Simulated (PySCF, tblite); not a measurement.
**C₅H₁₅BOSi: geometry, infrared bands and NMR shifts**

Aim: predict the infrared bands and NMR shifts of C₅H₁₅BOSi (`C[C@H]1C[O+](C)[BH2-]C[SiH2]1`).

Programs: tblite 0.8.0 and PySCF 2.14.0, with density-fitted response routines of our own. Each step states its level of theory. These are calculated values for one molecule in the gas phase, unless marked as measured. Atoms count from 0, in the outputs and in this text.

### Step 1. The starting structure

23 atoms, charge 0, multiplicity 1; geometry from: force field or distance geometry start.

Bonds of the start (Å): C0–C1 1.52, C1–C2 1.56, C2–O3 1.43, O3–C4 1.43, O3–B5 1.52, B5–C6 1.60, C6–Si7 1.86, Si7–C1 1.87, C0–H8 1.11, C0–H9 1.12, C0–H10 1.11, C1–H11 1.10, C2–H12 1.12, C2–H13 1.11, C4–H14 1.12, C4–H15 1.11, C4–H16 1.11, B5–H17 1.20, B5–H18 1.20, C6–H19 1.11, C6–H20 1.10, Si7–H21 1.47, Si7–H22 1.46.

### Step 2. Optimising the geometry with GFN2-xTB

The job: settings as JSON, then the geometry in Å.

```
{"job": {"kind": "relax", "xc": "GFN2-xTB", "basis": "xTB"}, "charge": 0, "multiplicity": 1}
C     -2.136900     1.666300    -0.125800
C     -1.067100     0.676400    -0.549900
C      0.279000     0.950900     0.185500
O      1.305800     0.076500    -0.276200
C      2.565900     0.600000     0.136600
B      1.143400    -1.306200     0.346100
C     -0.070400    -2.096700    -0.334200
Si    -1.608200    -1.072200    -0.163000
H     -3.087100     1.451100    -0.664400
H     -2.337600     1.613100     0.973600
H     -1.833000     2.701000    -0.383300
H     -0.903600     0.749900    -1.635000
H      0.525500     2.012600    -0.053300
H      0.132800     0.920700     1.287900
H      2.739400     1.594500    -0.357100
H      3.400700    -0.043600    -0.209500
H      2.648100     0.738700     1.238100
H      0.984000    -1.250300     1.532700
H      2.127700    -1.960900     0.167800
H     -0.212600    -3.078100     0.175400
H      0.143900    -2.254900    -1.402200
H     -2.101600    -1.148800     1.219900
H     -2.643000    -1.513000    -1.099600
```

Command:

```
> OMP_NUM_THREADS=1 python probes_run.py task.json out
```

The driver reads the jobs from task.json and runs them one after another.

**Question.** This job is followed by: GFN2-xTB harmonic vibrations, gas phase; GIAO PBE0/pcSseg-1 NMR shielding, non-relativistic, gas phase. Predict these results of the whole session: strongest single infrared mode (GFN2-xTB); zero-point energy (GFN2-xTB); ¹³C shifts against TMS (PBE0/pcSseg-1); ¹H shifts against TMS (PBE0/pcSseg-1, means over atoms taken as alike); ¹⁷O shifts against H2O (PBE0/pcSseg-1); ¹¹B shifts against BF3·OEt2 (PBE0/pcSseg-1); ²⁹Si shifts against TMS (PBE0/pcSseg-1).

**Answer**, as computed:

| quantity | value |
| --- | --- |
| strongest single infrared mode (GFN2-xTB) | 2184 cm⁻¹, 511 km/mol |
| zero-point energy (GFN2-xTB) | 119.9 kcal/mol |
| ¹³C shifts against TMS (PBE0/pcSseg-1) | 88.6, 68.7, 21.8, 15.9, -2.4 ppm |
| ¹H shifts against TMS (PBE0/pcSseg-1, means over atoms taken as alike) | 4.16, 3.88, 3.73, 3.71, 3.62, 3.57, 3.26, 1.14, 0.98, 0.38, -0.38 ppm |
| ¹⁷O shifts against H2O (PBE0/pcSseg-1) | 35.2 ppm |
| ¹¹B shifts against BF3·OEt2 (PBE0/pcSseg-1) | 8.9 ppm |
| ²⁹Si shifts against TMS (PBE0/pcSseg-1) | -38.8 ppm |

In words: Relaxing lowered the energy by 0.482 eV in 58 steps; the close pair that moved most is O3–B5, from 1.525 to 1.687 Å. No mode is imaginary among the 63: a minimum at this level. The strongest single mode, at 2184 cm⁻¹, moves mainly H22 and H21. Unscaled tight-binding wavenumbers are off by several per cent, some by more. Its intensities can rank the bands wrongly. C2 (sp3 CH2 bonded to O) lies farthest downfield among carbon, at 88.6 ppm; deshielded by the electronegative neighbour. At PBE0/pcSseg-1: The widest tensor belongs to C4: span 109 ppm, with a paramagnetic part of -125 ppm.
